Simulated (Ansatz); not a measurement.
# ZrS: a strain scan

Aim: for ZrS, strain the cell along the Voigt pattern (1, -1, 0, 0, 0, 0).

The COD entry's cell or inner coordinates are ideal or old and differ from later refinements, so a difference from it is no clean test against experiment.

Computed with Ansatz 0.2.0 (DFT PBEsol, scalar-relativistic, plane waves, PAW, unless a step's input says otherwise).

### 1 The structure to begin with

It takes space group Fm-3m (No. 225, cubic). Conventional cell: a = 5.250 Å, b = 5.250 Å, c = 5.250 Å, α = 90.00°, β = 90.00°, γ = 90.00°. Zr (site symmetry m-3m) is surrounded by 6 S at 2.62 Å. Around S (site symmetry m-3m) lie 6 Zr at 2.62 Å.

Coordinates:

```xyz
2
Lattice="0.0000 2.6250 2.6250 2.6250 0.0000 2.6250 2.6250 2.6250 0.0000" Properties=species:S:1:pos:R:3 pbc="T T T"
Zr    0.0000    0.0000    0.0000
S     2.6250    2.6250    2.6250
```

No relaxation comes first: the listed cell is the starting point.

### 2 Zero of energy

The reference gives a free energy of -5016.5769 eV, pressure -6.46 GPa, largest force 0.000 eV/Å and gap on the mesh none (metal). It was computed beforehand with the settings of the runs below.

### 3 Next: a strain scan

The cell is strained by ε times the Voigt pattern (1, -1, 0, 0, 0, 0) (xx, yy, zz, yz, xz, xy; engineering shear), with fractional coordinates fixed (clamped ions). The stress on the pattern is the sum of the stress components weighted by it, tension positive.

### 4 At ε = -0.0600

input.yaml

```yaml
crystal:
  lattice:
    - [0.0, 2.7825, 2.625]
    - [2.4675, 0.0, 2.625]
    - [2.4675, 2.7825, 0.0]
  atoms:
    - { symbol: Zr, position: [0.0, 0.0, 0.0] }
    - { symbol: S, position: [0.5, 0.5, 0.5] }
basis:
  ecutwfc: 420
kpoints:
  mp_grid: { grid: [16, 16, 16] }
hamiltonian:
  xc: pbesol
scf:
  occupations: { method: gaussian, width: 0.15 }
output:
  forces: true
  stress: true
  eigenvalues: true
```

Command:

```sh
$ ansatz run input.yaml --threads 1 --pin off --max-ram 2560MiB --backend cpu --events-out ev --progress --plain --runs-dir out
```

### 5 Point ε = 0.0450

input.yaml, as its differences from that of step 4:

```diff
@@ -2,5 +2,5 @@
   lattice:
-    - [0.0, 2.7825, 2.625]
-    - [2.4675, 0.0, 2.625]
-    - [2.4675, 2.7825, 0.0]
+    - [0.0, 2.506875, 2.625]
+    - [2.743125, 0.0, 2.625]
+    - [2.743125, 2.506875, 0.0]
   atoms:
```

### 6 Point ε = -0.0300

input.yaml, as its differences from that of step 5:

```diff
@@ -2,5 +2,5 @@
   lattice:
-    - [0.0, 2.506875, 2.625]
-    - [2.743125, 0.0, 2.625]
-    - [2.743125, 2.506875, 0.0]
+    - [0.0, 2.70375, 2.625]
+    - [2.54625, 0.0, 2.625]
+    - [2.54625, 2.70375, 0.0]
   atoms:
```

### 7 ε = 0.0150

input.yaml, as its differences from that of step 6:

```diff
@@ -2,5 +2,5 @@
   lattice:
-    - [0.0, 2.70375, 2.625]
-    - [2.54625, 0.0, 2.625]
-    - [2.54625, 2.70375, 0.0]
+    - [0.0, 2.585625, 2.625]
+    - [2.664375, 0.0, 2.625]
+    - [2.664375, 2.585625, 0.0]
   atoms:
```

### 8 Point ε = 0.0525

input.yaml, as its differences from that of step 7:

```diff
@@ -2,5 +2,5 @@
   lattice:
-    - [0.0, 2.585625, 2.625]
-    - [2.664375, 0.0, 2.625]
-    - [2.664375, 2.585625, 0.0]
+    - [0.0, 2.4871875, 2.625]
+    - [2.7628125, 0.0, 2.625]
+    - [2.7628125, 2.4871875, 0.0]
   atoms:
```

### 9 Point ε = 0.0375

input.yaml, as its differences from that of step 8:

```diff
@@ -2,5 +2,5 @@
   lattice:
-    - [0.0, 2.4871875, 2.625]
-    - [2.7628125, 0.0, 2.625]
-    - [2.7628125, 2.4871875, 0.0]
+    - [0.0, 2.5265625, 2.625]
+    - [2.7234375, 0.0, 2.625]
+    - [2.7234375, 2.5265625, 0.0]
   atoms:
```

### 10 ε = 0.0225

input.yaml, as its differences from that of step 9:

```diff
@@ -2,5 +2,5 @@
   lattice:
-    - [0.0, 2.5265625, 2.625]
-    - [2.7234375, 0.0, 2.625]
-    - [2.7234375, 2.5265625, 0.0]
+    - [0.0, 2.5659375, 2.625]
+    - [2.6840625, 0.0, 2.625]
+    - [2.6840625, 2.5659375, 0.0]
   atoms:
@@ -20 +20,5 @@
   eigenvalues: true
+  write_density: true
+  write_potential: true
+  elf: true
+  volumetric_format: npy
```

### 11 ε = 0.0075

input.yaml, as its differences from that of step 10:

```diff
@@ -2,5 +2,5 @@
   lattice:
-    - [0.0, 2.5659375, 2.625]
-    - [2.6840625, 0.0, 2.625]
-    - [2.6840625, 2.5659375, 0.0]
+    - [0.0, 2.6053125, 2.625]
+    - [2.6446875, 0.0, 2.625]
+    - [2.6446875, 2.6053125, 0.0]
   atoms:
```

(Steps that only read results are left out.)

What does the calculation give? Wanted: slope of the stress at ε = 0, from the points at -0.0300, 0 and 0.0075.

The runs gave:

| quantity | value |
| --- | --- |
| slope of the stress at ε = 0, from the points at -0.0300, 0 and 0.0075 | 472 GPa |

From the stress slope, C11 + C22 − 2 C12 is about 472 GPa with the ions clamped; letting the atoms relax could not make it stiffer. The step is wide, so higher orders mix in. The reference stands under -6.5 GPa, so this is no zero-stress constant. The undisturbed cell stays the lowest of the sampled points.
